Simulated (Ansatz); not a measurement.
# Cd2SnO3: the cost of one run

Computed with Ansatz 0.2.0 (DFT PBE, scalar-relativistic, plane waves, PAW, unless a step's input says otherwise).

2 further runs of the same task are left out: 1 that didn't finish, 1 set aside as unsound or not needed.

## Step 1: The starting structure

Symmetry: P4mm, No. 99, tetragonal system. Conventional cell: a = 3.480 Å, b = 3.480 Å, c = 8.483 Å, α = 90.00°, β = 90.00°, γ = 90.00°. Around Cd (site symmetry 4mm) lie 6 O at 2.68 to 2.88 Å and 4 Sn at 2.80 Å. Cd (site symmetry 4mm) has 1 Sn at 2.78 Å and 9 O at 2.84 to 2.89 Å as nearest neighbours. Sn (site symmetry 4mm) is surrounded by 5 Cd at 2.78 to 2.80 Å and 5 O at 2.81 Å. O (site symmetry 4mm) is surrounded by 5 O at 2.82 to 2.93 Å and 5 Cd at 2.87 to 2.88 Å. O (site symmetry 4mm) is surrounded by 5 Cd at 2.68 to 2.84 Å and 4 Sn at 2.81 Å. Around O (site symmetry 4mm) lie 1 Sn at 2.81 Å and 4 O at 2.82 Å and 5 Cd at 2.88 to 2.89 Å.

Coordinates:

```
Cd Sn O
1.0
     3.47991    0.00000    0.00000
     0.00000    3.47991    0.00000
     0.00000    0.00000    8.48295
Cd Sn O
2 1 3
Direct
  0.00000 0.00000 0.00948
  0.50000 0.50000 0.49382
  0.50000 0.50000 0.16581
  0.00000 0.00000 0.67095
  0.00000 0.00000 0.32576
  0.50000 0.50000 0.83418
```

A structure generator made this guess: species swapped into a database cell of Dy2CuAg3 (P4mm, No. 99), with Cd on the Dy sites, Sn on the Cu sites and O on the Ag sites. Its size is a rough estimate.

## Step 2: A first look at the guess

File input.yaml:

```yaml
crystal:
  lattice:
    - [3.47990847, 0.0, 0.0]
    - [0.0, 3.47990847, 0.0]
    - [0.0, 0.0, 8.48294794]
  atoms:
    - { symbol: Cd, position: [0.0, 0.0, 0.009477] }
    - { symbol: Cd, position: [0.5, 0.5, 0.49382401] }
    - { symbol: Sn, position: [0.5, 0.5, 0.165811] }
    - { symbol: O, position: [0.0, 0.0, 0.67094803] }
    - { symbol: O, position: [0.0, 0.0, 0.325762] }
    - { symbol: O, position: [0.5, 0.5, 0.83417797] }
basis:
  ecutwfc: 420
kpoints:
  mp_grid: { grid: [6, 6, 2] }
hamiltonian:
  xc: pbe
scf:
  occupations: { method: gaussian, width: 0.1 }
  lower_state_search: "off"
output:
  forces: true
  stress: true
  eigenvalues: true
```

Launch:

```
ansatz run input.yaml --threads 1 --pin off --max-ram 2560MiB --backend cpu --events-out ev --progress --plain --runs-dir out
```

Q: Estimate wall time and peak memory on 1 thread of Intel Xeon at 2.70GHz, shared host.

About 6.9 s, with a peak of 0.38 GiB.
